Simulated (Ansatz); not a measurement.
**C₂H₆ClFGe: a ladder of functionals and wavefunction methods**

The task here is to estimate one member of a computed series from the others.

The runs use Ansatz 0.2.0, Gaussian basis; functionals in def2-TZVPP, the program's frozen cores in correlated methods.

Levels to be run: PBE-D4, r2SCAN-D4, PBE0-D4, B3LYP-D4, ωB97X-V, ωB97M-V, B2PLYP; CCSD(T)/def2-TZVPP; MP2/def2-QZVPP; extrapolation to the limit.

**Structure used throughout**

An earlier PBE0-D4 in a triple-zeta def2 set relaxation fixed the geometry.

SMILES `F[CH]([GeH3])CCl`, 11 atoms, charge 0, spin multiplicity 1.

Atoms are counted from 1 here; the program's logs count them from 0.

Bond lengths: F1–C2 1.387 Å, C2–Ge3 1.991 Å, C2–C4 1.499 Å, C2–H6 1.095 Å, Ge3–H7 1.536 Å, Ge3–H8 1.538 Å, Ge3–H9 1.533 Å, C4–Cl5 1.786 Å, C4–H10 1.091 Å, C4–H11 1.090 Å. Angles: F1–C2–Ge3 108.1°, F1–C2–C4 110.0°, F1–C2–H6 107.5°, Ge3–C2–C4 111.8°, Ge3–C2–H6 109.2°, C4–C2–H6 110.2°, C2–Ge3–H7 109.0°, C2–Ge3–H8 108.9°, C2–Ge3–H9 108.3°, H7–Ge3–H8 109.8°, H7–Ge3–H9 110.5°, H8–Ge3–H9 110.2°, C2–C4–Cl5 112.4°, C2–C4–H10 110.2°, C2–C4–H11 111.0°, Cl5–C4–H10 106.9°, Cl5–C4–H11 106.8°, H10–C4–H11 109.3°.

Set-up of the first run:

in.yaml

```yaml
crystal:
  periodic: [false, false, false]
  atoms:
    - {symbol: F, position_ang: [-0.389162, 1.145435, 1.407735]}
    - {symbol: C, position_ang: [-0.525106, 0.231239, 0.374083]}
    - {symbol: Ge, position_ang: [0.825109, -1.208223, 0.639970]}
    - {symbol: C, position_ang: [-0.351994, 0.919605, -0.945843]}
    - {symbol: Cl, position_ang: [-1.660496, 2.088300, -1.282453]}
    - {symbol: H, position_ang: [-1.528824, -0.199293, 0.446316]}
    - {symbol: H, position_ang: [2.230329, -0.615476, 0.461310]}
    - {symbol: H, position_ang: [0.588331, -2.311807, -0.404292]}
    - {symbol: H, position_ang: [0.655574, -1.772433, 2.054731]}
    - {symbol: H, position_ang: [-0.362615, 0.188711, -1.755307]}
    - {symbol: H, position_ang: [0.584153, 1.477039, -0.975650]}
basis:
  gaussian: {orbitals: def2-TZVPP}
hamiltonian: {xc: pbe, dispersion: d4}
output: {forces: true, orbitals: {seedname: orbitals}}
```

Launch:

```console
> ansatz run in.yaml --threads 2 --pin off --events-out ev --progress --plain --max-ram 22528MiB --backend cpu
```

Steps of the session up to this table: PBE-D4 (GGA); r2SCAN-D4 (meta-GGA); PBE0-D4 (hybrid); B3LYP-D4 (hybrid); ωB97X-V (range-separated); ωB97M-V (range-separated); B2PLYP (double hybrid); CCSD(T) in def2-TZVPP; MP2 in def2-QZVPP.

One of the session's tables, all rows but one given; the rest of the session is left out.

```
            method  atomisation energy (kcal/mol)
            PBE-D4                          889.0
         r2SCAN-D4                          876.7
           PBE0-D4                              ?
          B3LYP-D4                          868.8
           ωB97X-V                          877.7
           ωB97M-V                          873.4
            B2PLYP                          860.9
     HF/def2-TZVPP                          631.1
    MP2/def2-TZVPP                          865.8
   CCSD/def2-TZVPP                          841.9
CCSD(T)/def2-TZVPP                          855.2
           MP2/CBS                          886.0
       CCSD(T)/CBS                          875.4
```

Q: Estimate the row for PBE0-D4 from the others.

As computed: atomisation energy (kcal/mol): 874.5. In the column «atomisation energy (kcal/mol)» it lies between ωB97M-V (873.4) and CCSD(T)/CBS (875.4).

Some runs used a GPU and others CPU threads alone; cost is compared among the CPU runs only.

Among the levels timed on like hardware, those that no quicker one beats, quickest first: PBE-D4 (4.5 s, +13.6 kcal/mol); PBE0-D4 (6.5 s, -0.9 kcal/mol).
